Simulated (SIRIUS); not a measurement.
Wanted: the native input for a SIRIUS 7.10.0 run.

| Item | Value |
| --- | --- |
| Task | eos task |
| Functional | PBE |
| Potentials or basis | SG15 1.2 PBE (norm-conserving) |
| Cutoff | 1102 eV |
| Density cutoff | 4408 eV |
| k mesh | 7 × 7 × 7 |
| Occupations | fermi-dirac, width 0.05 eV |
| Spin | no spin polarisation |
| Libxc names | ["XC_GGA_X_PBE", "XC_GGA_C_PBE"] |
| Energy tol | 1e-08 Ha |
| Density tol | 1e-06 |
| Mixer | anderson |
| Mixing beta | 0.7 |
| Max scf | 100 |
| Radial cutoff for the potentials' integrals | 6.5 bohr |

The system is HfB.

```
Hf B
1.0
     0.00000    2.31000    2.31000
     2.31000    0.00000    2.31000
     2.31000    2.31000    0.00000
Hf B
1 1
Cartesian
  2.3100 2.3100 2.3100
  0.0000 0.0000 0.0000
```

One way to write it, as run:

sirius.json

```json
{
  "control": {
    "processing_unit": "cpu",
    "verbosity": 1,
    "num_bands_to_print": 23,
    "print_forces": false,
    "print_stress": true
  },
  "parameters": {
    "electronic_structure_method": "pseudopotential",
    "xc_functionals": ["XC_GGA_X_PBE", "XC_GGA_C_PBE"],
    "gk_cutoff": 9.0,
    "pw_cutoff": 18.0,
    "ngridk": [7, 7, 7],
    "shiftk": [0, 0, 0],
    "smearing": "fermi_dirac",
    "smearing_width": 0.0018374661,
    "num_bands": 23,
    "num_mag_dims": 0,
    "num_dft_iter": 100,
    "energy_tol": 1e-08,
    "density_tol": 1e-06
  },
  "iterative_solver": {
    "type": "davidson",
    "min_tolerance": 1e-09,
    "tolerance_scale": [0.1, 0.25]
  },
  "mixer": {
    "type": "anderson",
    "beta": 0.7,
    "max_history": 8
  },
  "settings": {
    "tol_ne": 1e-10,
    "pseudo_grid_cutoff": 6.5
  },
  "unit_cell": {
    "lattice_vectors": [
      [0.0, 0.707106781187, 0.707106781187],
      [0.707106781187, 0.0, 0.707106781187],
      [0.707106781187, 0.707106781187, 0.0]
    ],
    "lattice_vectors_scale": 6.1734202868,
    "atom_coordinate_units": "lattice",
    "atom_types": ["Hf", "B"],
    "atom_files": {
      "Hf": "Hf.json",
      "B": "B.json"
    },
    "atoms": {
      "Hf": [
        [0.5, 0.5, 0.5]
      ],
      "B": [
        [0.0, 0.0, 0.0]
      ]
    }
  }
}
```

Potentials or basis: SG15 1.2 PBE (norm-conserving).

Command:

```console
$ upf_to_json Hf_ONCV_PBE-1.2.upf
$ upf_to_json B_ONCV_PBE-1.2.upf
$ OMP_NUM_THREADS=1 sirius.scf --input=sirius.json --output=out.json --task=3 --volume_scale0=0.94 --volume_scale1=1.06 --num_eos_points=7
```

It gave:

The equilibrium volume is 14.14 Å³/atom (rough: see the caveat). The bulk modulus is 165 GPa (rough).

Caveat: the minimum lies outside the volumes run.

It took 3.7 min on 1 thread of Arm Neoverse V1, on a shared host, peak memory 0.21 GiB.
